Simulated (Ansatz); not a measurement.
# VAu under changes of volume

One of the cells (15.887 Å³/atom); the others are scaled copies at fixed shape and fractional positions:

```
CELL_PARAMETERS angstrom
1.41040 0.81430 4.61109
-1.41040 0.81430 4.61109
0.00000 -1.62859 4.61109
ATOMIC_POSITIONS crystal
Au 0.00000 0.00000 0.00000
V 0.50000 0.50000 0.50000
```

The cell comes from a database or a generator and needn't be the stable form of this composition.

| Property | Result |
| --- | --- |
| Program | Ansatz 0.2.0 |
| Functional | PBE |
| Potentials or basis | Ansatz PAW |
| Cutoff | 420 eV (not typed: the program's choice for these potentials) |
| k mesh | 11 × 11 × 11 |
| Occupations | fermi-dirac, width 0.05 eV |
| Spin | collinear spin, ferromagnetic start |
| Starting moments | [0.0, 2.0] μB |

```csv
volume (Å³/atom),energy over the lowest point (meV/atom),pressure (GPa)
14.934,22.94,10.2
15.252,7.36,5.7
15.570,0.02,1.8
15.887,0.00,-1.6
16.205,?,?
16.523,18.62,-7.4
16.841,35.87,-9.8
```

Task: What does the run at 16.205 Å³/atom give?

Result: Energy over the lowest point 6.44 meV/atom; pressure -4.7 GPa.

Worked out: A Birch-Murnaghan fit of order 3 (a polynomial in V^(-2/3)) to the other rows has its minimum at 15.73 Å³/atom with B0 = V·E''(V) = 171 GPa and B' = 5.0 at fixed shape and positions, which overstates the stiffness. It gives 6.44 meV/atom at 16.205 Å³/atom, against the run's 6.44, and -dE/dV = -4.7 GPa, against -4.7.

Energies are extrapolated to zero smearing.

Caveats: the starting moments weren't kept.
